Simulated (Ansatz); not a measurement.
Write a Python script for Ansatz 0.2.0, Python API that makes vertical and adiabatic energies of changing the electron count of CdH₂OS, SMILES [OH][Cd][SH]. Use (for the species named): PBE, def2-SVP basis, multiplicity 1, D4 dispersion.

The script reads `cdh2os.xyz`:
```text
5

O    -0.08801   -1.30259    0.56139
Cd   -1.06252    0.21849   -0.17540
S     0.37304    1.97510   -0.81667
H    -0.58495   -2.08063    0.82648
H     1.36244    1.18963   -0.39580
```

Script `adiabatic_cdh2os.py`:
```python
"""How CdH2OS relaxes after losing an electron."""

import itertools

import ansatz as az
from ase.data import atomic_numbers, covalent_radii
import numpy as np

cdh2os = az.Crystal.molecule_from_extxyz("cdh2os.xyz")

job = cdh2os.calculation().basis(gaussian="def2-SVP").functional("pbe", dispersion="d4")
symbols = [site.symbol for site in cdh2os.cartesian_sites]
start = np.array([site.position_ang for site in cdh2os.cartesian_sites], dtype=float)
data = job.relax(force_tolerance=0.01).run().report
end = np.array(data["positions_ang"])

minimum = az.Crystal.molecule()
for symbol, place in zip(symbols, end):
    minimum = minimum.atom(symbol, place.tolist())
ion = (
    minimum.calculation()
    .basis(gaussian="def2-SVP")
    .functional("pbe", dispersion="d4")
    .charge(1)
    .spin("collinear", total=1)
)
vertical = ion.run().report
settled = ion.relax(force_tolerance=0.01, max_steps=80).run().report
print(f"vertical ionisation energy   {vertical['free_energy_ev'] - data['free_energy_ev']:.3f} eV")
print(f"adiabatic, no zero point     {settled['free_energy_ev'] - data['free_energy_ev']:.3f} eV")
print(f"relaxation energy of the ion {vertical['free_energy_ev'] - settled['free_energy_ev']:.3f} eV")
ionised = np.array(settled["positions_ang"])
# pairs closer than 1.2 times the sum of covalent radii, before or after
radius = [covalent_radii[atomic_numbers[s]] for s in symbols]
span = lambda where, i, j: np.linalg.norm(where[i] - where[j])
bonded = [(i, j) for i, j in itertools.combinations(range(len(symbols)), 2) if min(span(end, i, j), span(ionised, i, j)) < 1.2 * (radius[i] + radius[j])]
print("pair        before    after (A)")
for i, j in bonded:
    print(f"{symbols[i]}{i}-{symbols[j]}{j}".ljust(10), f"{span(end, i, j):8.4f} {span(ionised, i, j):8.4f}")
```

Running `python adiabatic_cdh2os.py` prints:
```text
vertical ionisation energy   9.153 eV
adiabatic, no zero point     8.924 eV
relaxation energy of the ion 0.229 eV
pair        before    after (A)
O0-Cd1       1.9867   2.0019
O0-H3        0.9775   0.9859
Cd1-S2       2.3448   2.3901
S2-H4        1.3643   1.3727
```

The energies are electronic: no zero-point or thermal terms, and the basis set is short of its limit. The product may relax into another structure. The relaxation finds the nearest minimum, so the adiabatic value is an upper bound. def2 sets replace the cores of elements past krypton by effective core potentials. The whole script took 78 s on 1 thread of Intel(R) Xeon(R) 6975P-C (Granite Rapids) (shared host), peak memory 0.25 GiB.
